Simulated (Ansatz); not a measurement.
Write the native input for Ansatz 0.2.0 that does the following.

| Quantity | Value |
| --- | --- |
| Task | single point |
| Functional | PBE |
| Potentials or basis | SPMS NC |
| Cutoff | 1034 eV (not typed: the program's choice for these potentials) |
| k mesh | 7 × 7 × 7 |
| Occupations | fermi-dirac, width 0.05 eV |
| Spin | collinear spin, ferromagnetic start |
| Starting moments | [0.0, 0.0, 0.0, 0.0, 1.0, 0.0, 0.0, 0.0, 0.0, 0.0, 0.0, 0.0, 0.0, 0.0, 0.0, 0.0] μB |

The system is Ta4NiO11.

```
Ta Ni O
1.0
     1.95495  -14.82973    0.00000
     1.95495   14.82973    0.00000
     0.00000    0.00000    3.88590
Ta Ni O
4 1 11
Direct
  0.20437 0.79563 0.00000
  0.92451 0.07549 0.00000
  0.07549 0.92451 0.00000
  0.79563 0.20437 0.00000
  0.50000 0.50000 0.00000
  0.13987 0.86013 0.00000
  0.72107 0.27893 0.00000
  0.43645 0.56355 0.00000
  0.56355 0.43645 0.00000
  0.00000 0.00000 0.00000
  0.86013 0.13987 0.00000
  0.27893 0.72107 0.00000
  0.92790 0.07210 0.50000
  0.07210 0.92790 0.50000
  0.79436 0.20564 0.50000
  0.20564 0.79436 0.50000
```

The cell was built by a generator and needn't be a form met in nature.

These files were run (other wordings do the same):

input.yaml

```yaml
crystal:
  lattice:
    - [1.95495, -14.82973, 0.0]
    - [1.95495, 14.82973, 0.0]
    - [0.0, 0.0, 3.8859]
  atoms:
    - { symbol: Ta, position: [0.20437, 0.79563, 0.0] }
    - { symbol: Ta, position: [0.92451, 0.07549, 0.0] }
    - { symbol: Ta, position: [0.07549, 0.92451, 0.0] }
    - { symbol: Ta, position: [0.79563, 0.20437, 0.0] }
    - { symbol: Ni, position: [0.5, 0.5, 0.0], spin: 1.0 }
    - { symbol: O, position: [0.13987, 0.86013, 0.0] }
    - { symbol: O, position: [0.72107, 0.27893, 0.0] }
    - { symbol: O, position: [0.43645, 0.56355, 0.0] }
    - { symbol: O, position: [0.56355, 0.43645, 0.0] }
    - { symbol: O, position: [0.0, 0.0, 0.0] }
    - { symbol: O, position: [0.86013, 0.13987, 0.0] }
    - { symbol: O, position: [0.27893, 0.72107, 0.0] }
    - { symbol: O, position: [0.9279, 0.0721, 0.5] }
    - { symbol: O, position: [0.0721, 0.9279, 0.5] }
    - { symbol: O, position: [0.79436, 0.20564, 0.5] }
    - { symbol: O, position: [0.20564, 0.79436, 0.5] }
hamiltonian:
  xc: pbe
  pseudopotentials: { kind: nc, source: spms }
magnetization:
  spin_polarized: true
kpoints:
  mp_grid: { grid: [7, 7, 7] }
scf:
  occupations: { method: fermi_dirac, width: 0.05 }
output:
  forces: true
  stress: true
  eigenvalues: true
```

Potentials or basis: SPMS NC.

Run with:

```console
$ ansatz run input.yaml --threads 8 --pin off --max-ram 20480MiB --backend cpu --events-out ev --progress --plain --runs-dir out
```

Results of the run:

| Item | Value |
| --- | --- |
| Pressure | -0.8 GPa |
| Largest force | 0.080 eV/Å |
| Band gap on the k mesh | none (metal or under the smearing width) |
| Net moment | 0.86 μB per cell |
| Absolute moment | 0.89 μB per cell |
| Site moments | Ta -0.00; Ni +0.68; O -0.00, +0.01, +0.10, +0.00 μB |

Caveat: the pressure holds a Pulay correction of +0.4 GPa for the finite cutoff; a cell with one magnetic atom can't hold antiferromagnetic order, which such compounds often take; semilocal functionals often make such compounds metallic where correlation or magnetic order opens a gap, which also shifts bond lengths.

Wall time 2.6 min on 8 threads of Arm Neoverse V2 (shared host), peak memory 6.4 GiB.
